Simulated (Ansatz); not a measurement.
**BrH₅OSSi (built from SMILES Br.O[SiH2]S): search for a transition state**

Is there a first-order saddle for this four-centre ligand exchange, which should form Si1–Br7, S2–H6 and break Si1–S2, H6–Br7, and which two structures does it connect?

The runs use Ansatz 0.2.0, Gaussian basis; PBE0-D4, def2-SVP first, then def2-TZVP.

152 further runs of the same task are left out: 152 set aside as unsound or not needed. Runs told in other sessions of the task aren't counted.

**1. Where the work starts**

The guess: 9 atoms, charge 0, spin multiplicity 1.

Atoms are counted from 1 here; the program's logs count them from 0.

Bond lengths: Si1–S2 2.381 Å, Si1–H3 1.459 Å, Si1–H4 1.441 Å, Si1–O5 1.602 Å, S2–H6 1.393 Å, S2–H8 1.329 Å, O5–H9 0.961 Å. Angles: S2–Si1–H3 93.0°, S2–Si1–H4 103.7°, S2–Si1–O5 109.9°, H3–Si1–H4 111.8°, H3–Si1–O5 97.4°, H4–Si1–O5 133.8°, Si1–S2–H6 84.8°, Si1–S2–H8 94.4°, H6–S2–H8 91.0°, Si1–O5–H9 122.4°.

As a file:

```mol
BrH5OSSi
  3D, bonds by distance, orders not assigned

  9  7  0  0  0  0  0  0  0  0999 V2000
   -0.2668   -0.8668   -0.2903 Si  0  0
    0.4841    0.1180    1.7434 S   0  0
   -1.2274   -1.7273    0.3928 H   0  0
    0.8791   -1.6073   -0.7552 H   0  0
   -1.3259    0.0993   -1.0045 O   0  0
    1.3292    0.8621    0.9227 H   0  0
    1.6094    1.1961   -1.1788 Br  0  0
   -0.4242    1.0885    1.7283 H   0  0
   -1.0573    0.8374   -1.5584 H   0  0
  1  2  8  0
  1  3  8  0
  1  4  8  0
  1  5  8  0
  2  6  8  0
  2  8  8  0
  5  9  8  0
M  END
```

Distances that are to change: Si1–Br7 2.93 Å, S2–H6 1.39 Å, Si1–S2 2.38 Å, H6–Br7 2.15 Å.

**2. Constrained relaxation of the guess**

Input file hold/in.yaml:

```yaml
crystal:
  periodic: [false, false, false]
  atoms:
    - {symbol: Si, position_ang: [-0.266800, -0.866800, -0.290300]}
    - {symbol: S, position_ang: [0.484100, 0.118000, 1.743400]}
    - {symbol: H, position_ang: [-1.227400, -1.727300, 0.392800]}
    - {symbol: H, position_ang: [0.879100, -1.607300, -0.755200]}
    - {symbol: O, position_ang: [-1.325900, 0.099300, -1.004500]}
    - {symbol: H, position_ang: [1.329200, 0.862100, 0.922700]}
    - {symbol: Br, position_ang: [1.609400, 1.196100, -1.178800]}
    - {symbol: H, position_ang: [-0.424200, 1.088500, 1.728300]}
    - {symbol: H, position_ang: [-1.057300, 0.837400, -1.558400]}
basis:
  gaussian: {orbitals: def2-SVP}
hamiltonian: {xc: pbe0, dispersion: d4}
relax: {f_tol: 0.04, max_steps: 150, escape_saddle: false, constraints: [{distance: [0, 6]}, {distance: [1, 5]}, {distance: [0, 1]}, {distance: [5, 6]}]}
```

Run with:

```
$ ansatz run in.yaml --threads 8 --pin off --events-out ev --progress --plain --max-ram 19148MiB
```

Further steps of the session: A starting Hessian; Saddle search in the small basis; Saddle search in triple zeta; Checking the order of the point; Relaxing after a step of 0.30 Å one way along the mode; Relaxing after a step of 0.30 Å the other way along the mode.

Before running it: what results should come out? Wanted: imaginary mode; barrier from the start side; barrier from the end side; energy of the step; pairs that change; zero-point energy at the saddle.

As calculated:

```
                       quantity                                                       value
                 imaginary mode                                                   206i cm⁻¹
    barrier from the start side                                                    0.902 eV
      barrier from the end side                                                    1.097 eV
             energy of the step                                                   -0.195 eV
              pairs that change  Si1–Br7 formed, S2–H6 formed, Si1–S2 broken, H6–Br7 broken
zero-point energy at the saddle                                                    1.375 eV
```

**Reading.** One imaginary mode, 206i cm⁻¹, makes this a first-order saddle. The two relaxations end on the structures that were planned. At PBE0-D4/def2-TZVP the electronic barrier is 0.902 eV, about 35 kT at 298 K, and the step runs 0.195 eV downhill. These are plain relaxations, not an intrinsic reaction coordinate.
